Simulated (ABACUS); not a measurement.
Crystal: HfIn4SiO6.

```
Hf In Si O
1.0
     5.27743    0.00000    0.00000
    -2.63872    4.57039    0.00000
     0.00000    0.00000   10.55905
Hf In Si O
1 4 1 6
Direct
  0.66667 0.33333 0.00000
  0.00000 0.00000 0.30446
  0.00000 0.00000 0.69554
  0.33333 0.66667 0.78919
  0.33333 0.66667 0.21081
  0.00000 0.00000 0.00000
  0.97300 0.70496 0.89972
  0.29504 0.02700 0.10028
  0.29504 0.26804 0.89972
  0.73196 0.70496 0.10028
  0.73196 0.02700 0.89972
  0.97300 0.26804 0.10028
```

The cell was built by a generator and needn't be a form met in nature.

Base run:

* Program: ABACUS 3.10.1
* Functional: PBE
* Potentials or basis: PseudoDojo NC SR 0.4.1 PBE standard
* Cutoff: 1143 eV
* Density cutoff: 4572 eV
* Basis: plane waves
* k mesh: 6 × 6 × 3
* Occupations: fermi-dirac, width 0.05 eV
* Spin: no spin polarisation

Its results: band gap on the k mesh none (metal or under the smearing width); pressure -0.4 GPa; largest force 0.118 eV/Å.

**Question.** The run is repeated on the same cell with these changes: potentials or basis from PseudoDojo NC SR 0.4.1 PBE standard to SG15 ONCV 1.2 PBE; k mesh from 6 × 6 × 3 to 4 × 4 × 2; valence electrons from 104 to 118. What comes out?

**Answer.** Band gap on the k mesh 0.34 eV, indirect (least direct gap 1.69 eV); pressure 0.1 GPa; largest force 0.049 eV/Å.

Caveats: there are fewer bands than atomic start orbitals, so a level may be missed at k points of high symmetry (some runs); spin-orbit coupling is left out, which moves the levels of the heavy elements (some runs).

A k mesh can miss the band edges.

Not every run made on this cell is shown here.
